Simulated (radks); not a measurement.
# Mo⁻ inside a hard spherical wall

The task here is to estimate one member of a computed series from the others.

Method: scalar-relativistic Kohn-Sham, PBEsol, spin-polarised, spherical densities, finite nucleus; open shells are filled with parallel spins first. Code: radks (a radial shooting solver on a logarithmic mesh, Libxc functionals) version 1.

## The system

```
element            : molybdenum (Z = 42)
charge             : -1
electrons          : 43
configuration      : [Kr] 4d5 5s2
nuclear rms radius : 4.4091 fm
```

The outer shells:

Mo⁻
```
[Kr] core
4d [↑ ][↑ ][↑ ][↑ ][↑ ]
5s [↑↓]
```

Set-up of the first run:

Input:

```text
Z 42
configuration [Kr] 4d5 5s2 5p0 6s0 4f0
relativity scalar-relativistic
functional pbe_sol,pbe_sol
spin polarised
nucleus finite rms 4.4091 fm
wall 20 bohr
c 137.035999084
```

Among the steps run: Wall at 20 bohr; Wall at 15 bohr; Wall at 10 bohr; Wall at 8 bohr; Wall at 5 bohr; Wall at 4 bohr; Wall at 2.5 bohr; Wall at 1.5 bohr.

One of the session's tables, all rows but one given; the rest of the session is left out.

```
R (bohr)  E − E(widest) (eV)  ε(4d) (eV)  ε(5p, empty) (eV)  ε(6s, empty) (eV)  ε(4f, empty) (eV)
      20               0.000       0.412              2.172              2.228              3.256
      15               0.030       0.586              2.527              3.043              4.688
      10               0.276       1.164              3.448              5.939              8.276
       8               0.899       1.934              4.590              9.674             11.560
       5                   ?           ?                  ?                  ?                  ?
       4              26.366      11.927             22.692             60.462             35.535
     2.5              206.01      42.447             96.095             225.23             82.037
     1.5              1664.1      183.01             445.99             902.14             230.90
```

Q: Estimate the row for R (bohr) = 5 from the others.

Worked estimate for «E − E(widest) (eV)». A straight line through the neighbours (8, 0.899) and (4, 26.366) gives 0.899 + (26.366 − 0.899) × (5 − 8) / (4 − 8) = 19.999; a parabola fitted to 4 rows on both sides gives 17.564.

The run gave: E − E(widest) (eV): 9.433; ε(4d) (eV): 6.593; ε(5p, empty) (eV): 12.228; ε(6s, empty) (eV): 32.551; ε(4f, empty) (eV): 24.449. In «E − E(widest) (eV)» the line misses by +10.566 and the parabola by +8.131. Between these rows the values bend or scatter more than so simple an estimate can follow.

What this shows: Eigenvalues are for spin up. From R = 20 bohr inwards the highest occupied level lies above zero, in an anion first from self-interaction, then from the wall. Shells are not refilled when levels cross, and a hard wall is a model, not a crystal.
